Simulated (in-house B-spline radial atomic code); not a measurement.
# As⁸⁺: ionisation energy by several methods

Wanted: one ionisation energy, As⁸⁺ to configuration [Ar] 3d6, up the ladder of functionals.

Program: in-house B-spline radial atomic code version 1. Level of theory: non-relativistic, several functionals, spin-polarised, exact exchange averaged over the configuration; spherical all-electron atom at the radial basis limit. These are calculated values, not measurements, unless marked.

## (1) The atom as given

| Item | Value |
| --- | --- |
| element | arsenic (Z = 33) |
| charge | +8 |
| electrons | 25 |
| configuration | [Ar] 3d7 |
| nucleus | point |

The outer shells:

[Ar] 3d7
```
[Ar] core
3d [↑↓][↑↓][↑ ][↑ ][↑ ]
```

Where spins are not typed, each open shell is filled with up spins first.

## (2) CAM-B3LYP, a range-separated hybrid

Input settings:

```ini
Z = 33
electrons = 25.0
configuration = [Ar] 3d7
hamiltonian = nr
method = camb3lyp
spin_polarised = True
exact_exchange = averaged over the configuration
```

The run is started by

```console
$ python run_scf.py task.json out
```

The settings of every run stand in task.json; they run in order.

Results of the run (chosen fields of its result record, rounded):

```text
{
  "status": "converged",
  "scf [iteration, energy, orbital gradient]": [
    [1, -2184.29300308, 1.36],
    [2, -2205.26165052, 0.824],
    [3, -2212.35645887, 0.237],
    [4, -2212.97462659, 0.0557],
    [5, -2213.0005575, 0.0313],
    [6, -2213.01314063, 0.0013],
    [7, -2213.01315571, 2.48e-05],
    [8, -2213.01315571, 2.73e-06],
    [9, -2213.01315571, 2.36e-07]
  ],
  "energy [hartree]": {"total": -2213.01315571, "kinetic": 2211.88485841, "nuclear": -5136.25850621, "coulomb": 788.843825612, "exact_exchange": -16.3190040133, "xc": -61.1643295122},
  "orbitals [hartree, bohr; first row names the columns]": [
    ["name", "occ", "eps", "<r>", "<r^2>", "<1/r>", "r_max", "density_at_nucleus", "spin_orbit_zeta"],
    ["1s up", 1.0, -432.32337, 0.046379, 0.0028811, 32.502, 0.03062, 11106.0, "-"],
    ["1s down", 1.0, -432.32252, 0.046378, 0.002881, 32.502, 0.03062, 11106.0, "-"],
    ["2s up", 1.0, -60.433402, 0.20657, 0.050236, 7.1659, 0.17363, 1073.5, "-"],
    ["2s down", 1.0, -60.292736, 0.20628, 0.050086, 7.1768, 0.1735, 1076.8, "-"],
    ["2p up", 3.0, -54.708216, 0.17882, 0.039091, 7.1343, 0.13788, "-", 0.85801],
    ["2p down", 3.0, -54.594939, 0.17848, 0.038926, 7.1448, 0.13775, "-", 0.86083],
    ["3s up", 1.0, -13.12547, 0.58762, 0.39538, 2.418, 0.52244, 178.63, "-"],
    ["3s down", 1.0, -12.901422, 0.58997, 0.39864, 2.4045, 0.52336, 176.18, "-"],
    ["3p up", 3.0, -11.166368, 0.59077, 0.40599, 2.3195, 0.51359, "-", 0.12982],
    ["3p down", 3.0, -10.922824, 0.59411, 0.41075, 2.3033, 0.5149, "-", 0.12749],
    ["3d up", 5.0, -7.7362576, 0.58572, 0.4136, 2.1146, 0.45127, "-", 0.013205],
    ["3d down", 2.0, -7.5291917, 0.59192, 0.42344, 2.0983, 0.4538, "-", 0.013002]
  ],
  "sum_r [bohr^k]": {"-1": 155.6442, "1": 10.42222, "2": 6.499274},
  "density_at_nucleus [bohr^-3]": 24716.45,
  "spin_density_at_nucleus [bohr^-3]": -0.98199,
  "mass_velocity [hartree]": -92.30463,
  "darwin [hartree]": 68.22611,
  "radius_at_0.001 [bohr]": 1.843,
  "radius_enclosing_fraction [bohr]": {"0.5": 0.3797, "0.9": 0.8133, "0.99": 1.24},
  "slater [hartree]": {
    "F0(3p up,3p up)": 1.5254,
    "F2(3p up,3p up)": 0.76971,
    "F0(3p up,3p down)": 1.5212,
    "F2(3p up,3p down)": 0.7677,
    "F0(3p up,3d up)": 1.5315,
    "F2(3p up,3d up)": 0.7431,
    "G1(3p up,3d up)": 0.8845,
    "G3(3p up,3d up)": 0.5563,
    "F0(3p up,3d down)": 1.5243,
    "F2(3p up,3d down)": 0.73903,
    "F0(3p down,3p down)": 1.517,
    "F2(3p down,3p down)": 0.76572,
    "F0(3p down,3d up)": 1.5272,
    "F2(3p down,3d up)": 0.74098,
    "F0(3p down,3d down)": 1.52,
    "F2(3p down,3d down)": 0.73697,
    "G1(3p down,3d down)": 0.87999,
    "G3(3p down,3d down)": 0.55209,
    "F0(3d up,3d up)": 1.5557,
    "F2(3d up,3d up)": 0.76095,
    "F4(3d up,3d up)": 0.48223,
    "F0(3d up,3d down)": 1.548,
    "F2(3d up,3d down)": 0.75591,
    "F4(3d up,3d down)": 0.47876,
    "F0(3d down,3d down)": 1.5403,
    "F2(3d down,3d down)": 0.751,
    "F4(3d down,3d down)": 0.47538
  },
  "ionisation_energy [hartree]": 7.92408466
}
```

It took 0.57 s on 1 thread, shared host.

The run also solves the next ion with the same method; the record keeps the difference, ionisation_energy. radius_at_0.001 is where the density falls to 0.001 electrons per bohr³.

Radial density 4πr²n(r) and radial functions P(r) = rR(r):

| r (bohr) | 4πr²n | 3p down | 3d down |
| --- | --- | --- | --- |
| 0.00288 | 2.130 | 0.0033 | 0.0000 |
| 0.00407 | 3.933 | 0.0064 | 0.0000 |
| 0.00576 | 7.046 | 0.0125 | 0.0001 |
| 0.00814 | 12.03 | 0.0240 | 0.0003 |
| 0.0115 | 19.25 | 0.0453 | 0.0008 |
| 0.0163 | 28.27 | 0.0842 | 0.0021 |
| 0.0230 | 36.52 | 0.1500 | 0.0055 |
| 0.0326 | 40.24 | 0.2572 | 0.0142 |
| 0.0460 | 37.30 | 0.4099 | 0.0348 |
| 0.0651 | 33.01 | 0.5951 | 0.0816 |
| 0.0920 | 37.12 | 0.7440 | 0.1782 |
| 0.130 | 46.45 | 0.7209 | 0.3558 |
| 0.184 | 42.41 | 0.3647 | 0.6343 |
| 0.260 | 26.86 | -0.3401 | 0.9731 |
| 0.368 | 24.88 | -1.1005 | 1.2458 |
| 0.520 | 28.24 | -1.4154 | 1.2764 |
| 0.736 | 16.67 | -1.0979 | 0.9998 |
| 1.04 | 4.182 | -0.5175 | 0.5625 |
| 1.47 | 0.3864 | -0.1321 | 0.2017 |
| 2.08 | 0.01016 | -0.0147 | 0.0379 |

Clear maxima of the radial density (full grid of the record): 0.033, 0.15, 0.52 bohr.

X-ray form factor of the spherical density:

| sinθ/λ (1/Å) | f (electrons) |
| --- | --- |
| 0 | 25.000 |
| 0.1 | 24.528 |
| 0.2 | 23.196 |
| 0.3 | 21.224 |
| 0.4 | 18.902 |
| 0.6 | 14.269 |
| 0.8 | 10.684 |
| 1 | 8.389 |
| 1.4 | 6.199 |
| 1.8 | 5.065 |
| 2.5 | 3.412 |
| 4 | 1.580 |
| 6 | 1.032 |

## (3) PBE0, a global hybrid

The settings differ from step 2 so:

```diff
@@ -4,3 +4,3 @@
 hamiltonian = nr
-method = camb3lyp
+method = pbe0
 spin_polarised = True
```

Result record:

```text
{
  "status": "converged",
  "iterations": 9,
  "energy [hartree]": {"total": -2212.66369895, "kinetic": 2211.53029616, "nuclear": -5135.93678587, "coulomb": 788.938458502, "exact_exchange": -18.8459048808, "xc": -58.349762866},
  "orbitals [hartree, bohr; first row names the columns]": [
    ["name", "occ", "eps", "<r>"],
    ["1s up", 1.0, -432.65459, 0.046379],
    ["1s down", 1.0, -432.65388, 0.046378],
    ["2s up", 1.0, -60.530921, 0.20651],
    ["2s down", 1.0, -60.383504, 0.20619],
    ["2p up", 3.0, -54.765007, 0.17884],
    ["2p down", 3.0, -54.6445, 0.17846],
    ["3s up", 1.0, -13.133436, 0.58721],
    ["3s down", 1.0, -12.896721, 0.5896],
    ["3p up", 3.0, -11.155856, 0.59047],
    ["3p down", 3.0, -10.894944, 0.59398],
    ["3d up", 5.0, -7.6990938, 0.58531],
    ["3d down", 2.0, -7.4862081, 0.59155]
  ],
  "sum_r [bohr^k]": {"-1": 155.6344, "1": 10.41716, "2": 6.487391},
  "ionisation_energy [hartree]": 7.92010032
}
```

Run time: 0.46 s. Hardware: 1 thread, shared host.

## (4) ωB97X, a range-separated hybrid

The settings differ from step 3 so:

```diff
@@ -4,3 +4,3 @@
 hamiltonian = nr
-method = pbe0
+method = wb97x
 spin_polarised = True
```

Result record:

```text
{
  "status": "converged",
  "iterations": 10,
  "energy [hartree]": {"total": -2213.04741865, "kinetic": 2212.0402021, "nuclear": -5136.75068069, "coulomb": 789.165520582, "exact_exchange": -15.2223455296, "xc": -62.2801151142},
  "orbitals [hartree, bohr; first row names the columns]": [
    ["name", "occ", "eps", "<r>"],
    ["1s up", 1.0, -432.04721, 0.046374],
    ["1s down", 1.0, -432.04691, 0.046374],
    ["2s up", 1.0, -60.372032, 0.20654],
    ["2s down", 1.0, -60.236746, 0.20621],
    ["2p up", 3.0, -54.645713, 0.17883],
    ["2p down", 3.0, -54.540245, 0.17847],
    ["3s up", 1.0, -13.137616, 0.58732],
    ["3s down", 1.0, -12.927392, 0.58976],
    ["3p up", 3.0, -11.179096, 0.59031],
    ["3p down", 3.0, -10.949697, 0.59377],
    ["3d up", 5.0, -7.7532348, 0.58382],
    ["3d down", 2.0, -7.548422, 0.59043]
  ],
  "sum_r [bohr^k]": {"-1": 155.6591, "1": 10.40668, "2": 6.466751},
  "ionisation_energy [hartree]": 7.91083343
}
```

Run time: 0.61 s. Hardware: 1 thread, shared host.

## (5) r2SCAN0, a global hybrid

The settings differ from step 4 so:

```diff
@@ -4,3 +4,3 @@
 hamiltonian = nr
-method = wb97x
+method = r2scan0
 spin_polarised = True
```

Result record:

```text
{
  "status": "converged",
  "iterations": 8,
  "energy [hartree]": {"total": -2212.88873206, "kinetic": 2211.76919783, "nuclear": -5136.26368106, "coulomb": 789.048175552, "exact_exchange": -18.8524350009, "xc": -58.5899893843},
  "orbitals [hartree, bohr; first row names the columns]": [
    ["name", "occ", "eps", "<r>"],
    ["1s up", 1.0, -433.52377, 0.046386],
    ["1s down", 1.0, -433.52336, 0.046385],
    ["2s up", 1.0, -60.885489, 0.20636],
    ["2s down", 1.0, -60.707551, 0.20597],
    ["2p up", 3.0, -55.026527, 0.17886],
    ["2p down", 3.0, -54.88392, 0.17842],
    ["3s up", 1.0, -13.286946, 0.58634],
    ["3s down", 1.0, -13.014929, 0.58938],
    ["3p up", 3.0, -11.262172, 0.5899],
    ["3p down", 3.0, -10.961946, 0.59419],
    ["3d up", 5.0, -7.7374847, 0.58452],
    ["3d down", 2.0, -7.4777249, 0.59198]
  ],
  "sum_r [bohr^k]": {"-1": 155.6444, "1": 10.41151, "2": 6.474461},
  "ionisation_energy [hartree]": 7.90351889
}
```

Wall time 0.35 s (1 thread, shared host).

Meta-GGA runs start from a PBE run whose iterations are not counted.

## (6) B3LYP, a global hybrid

The settings differ from step 5 so:

```diff
@@ -4,3 +4,3 @@
 hamiltonian = nr
-method = r2scan0
+method = b3lyp
 spin_polarised = True
```

Result record:

```text
{
  "status": "converged",
  "iterations": 9,
  "energy [hartree]": {"total": -2212.92554026, "kinetic": 2211.61269445, "nuclear": -5135.9933452, "coulomb": 788.962630139, "exact_exchange": -15.0744076509, "xc": -62.433111995},
  "orbitals [hartree, bohr; first row names the columns]": [
    ["name", "occ", "eps", "<r>"],
    ["1s up", 1.0, -432.26288, 0.046383],
    ["1s down", 1.0, -432.26191, 0.046382],
    ["2s up", 1.0, -60.375037, 0.20658],
    ["2s down", 1.0, -60.233685, 0.20629],
    ["2p up", 3.0, -54.648464, 0.17883],
    ["2p down", 3.0, -54.534165, 0.17849],
    ["3s up", 1.0, -13.054914, 0.58759],
    ["3s down", 1.0, -12.829852, 0.58993],
    ["3p up", 3.0, -11.094497, 0.59071],
    ["3p down", 3.0, -10.850402, 0.59408],
    ["3d up", 5.0, -7.6628653, 0.58565],
    ["3d down", 2.0, -7.4561248, 0.5918]
  ],
  "sum_r [bohr^k]": {"-1": 155.6362, "1": 10.42133, "2": 6.497278},
  "ionisation_energy [hartree]": 7.92707764
}
```

Wall time 0.26 s (1 thread, shared host).

## (7) M06-2X, a global hybrid

The settings differ from step 6 so:

```diff
@@ -4,3 +4,3 @@
 hamiltonian = nr
-method = b3lyp
+method = m062x
 spin_polarised = True
```

Result record:

```text
{
  "status": "converged",
  "iterations": 8,
  "energy [hartree]": {"total": -2213.03761032, "kinetic": 2211.84346113, "nuclear": -5136.77781367, "coulomb": 789.157856044, "exact_exchange": -40.7114000547, "xc": -36.5497137668},
  "orbitals [hartree, bohr; first row names the columns]": [
    ["name", "occ", "eps", "<r>"],
    ["1s up", 1.0, -434.61331, 0.04642],
    ["1s down", 1.0, -434.61407, 0.046419],
    ["2s up", 1.0, -61.171611, 0.20698],
    ["2s down", 1.0, -60.976407, 0.2064],
    ["2p up", 3.0, -55.454204, 0.17888],
    ["2p down", 3.0, -55.292624, 0.17825],
    ["3s up", 1.0, -13.340617, 0.58901],
    ["3s down", 1.0, -13.114728, 0.59089],
    ["3p up", 3.0, -11.386738, 0.59029],
    ["3p down", 3.0, -11.093469, 0.59423],
    ["3d up", 5.0, -7.9008368, 0.58299],
    ["3d down", 2.0, -7.6927193, 0.5913]
  ],
  "sum_r [bohr^k]": {"-1": 155.6599, "1": 10.40861, "2": 6.476572},
  "ionisation_energy [hartree]": 7.91670522
}
```

Run time: 0.35 s. Hardware: 1 thread, shared host.

## (8) Results

| method | rung | total energy (hartree) | ΔSCF (eV) | −ε highest (eV) | ΔSCF less tabulated (eV) |
| --- | --- | --- | --- | --- | --- |
| PBE0 | global hybrid | -2212.6637 | 215.52 | 203.71 (3d down) | +2.52 |
| r2SCAN0 | global hybrid | -2212.8887 | 215.07 | 203.48 (3d down) | +2.07 |
| B3LYP | global hybrid | -2212.9255 | 215.71 | 202.89 (3d down) | +2.71 |
| M06-2X | global hybrid | -2213.0376 | 215.42 | 209.33 (3d down) | +2.42 |
| CAM-B3LYP | range-separated hybrid | -2213.0132 | 215.63 | 204.88 (3d down) | +2.63 |
| ωB97X | range-separated hybrid | -2213.0474 | 215.26 | 205.40 (3d down) | +2.26 |

The tabulated ionisation energy is 213 ± 2.2 eV (tabulated theoretical; NIST Atomic Spectra Database). r2SCAN0 comes nearest (+2.07 eV) and B3LYP is farthest (+2.71 eV, 1.3 %). The table's own uncertainty exceeds the spread between the methods, so their order is not settled. All methods miss on the same side by much the same amount, which points to something that they share. These runs lack relativity altogether, which can outweigh the gaps between the methods, so the nearest may be so by luck. These runs leave out relativity, which matters at this nuclear charge. Open shells are averaged (over orientations, and over spins where the run is restricted), while tables refer to the lowest levels.

Cost against accuracy (CPU time on one thread of a shared host; * marks runs that also wrote radial tables):

| method | CPU time | miss (eV) |
| --- | --- | --- |
| B3LYP | 0.26 s | +2.71 |
| r2SCAN0 | 0.35 s | +2.07 |
| M06-2X | 0.35 s | +2.42 |
| PBE0* | 0.46 s | +2.52 |
| CAM-B3LYP* | 0.57 s | +2.63 |
| ωB97X* | 0.61 s | +2.26 |
